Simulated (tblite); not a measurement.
# B2H6O6: the cost of one run

Computed with tblite 0.8.0 and PySCF 2.14.0; each step states its level. No surroundings beyond the atoms listed, unless a continuum is named. Atoms count from 0, parts from 1.

### 1 The system as given

14 atoms, charge 0, multiplicity 1; geometry: distance geometry start.

### 2 Geometry optimisation with GFN2-xTB

The job: settings as JSON, then the geometry in Å.

```
{"job": {"kind": "relax", "xc": "GFN2-xTB", "basis": "xTB"}, "charge": 0, "multiplicity": 1}
O      1.730457     1.202920     0.588864
B      1.179728    -0.164188     0.463602
O      2.184911    -1.222493     0.378221
O      0.072260    -0.294400    -0.470942
B     -1.204893     0.170581     0.006088
O     -2.190917    -0.820437    -0.436793
O     -1.372905     0.260356     1.450610
O     -1.654038     1.492431    -0.531194
H      2.656280     1.173683     0.213505
H      2.079296    -1.747815    -0.457354
H     -0.016921    -1.195375    -0.826454
H     -1.767421    -1.472613    -1.083368
H     -0.642274     0.658548     1.936118
H     -1.004654     1.838265    -1.178844
```

Method: GFN2-xTB geometry optimisation, gas phase.

Started as:

```console
$ OMP_NUM_THREADS=1 python cluster_run.py task.json out
```

The driver reads the jobs from task.json and runs them one after another.

Q: Estimate the wall time of this first job on 1 thread of Arm Neoverse V2, shared host.

About 10 s.
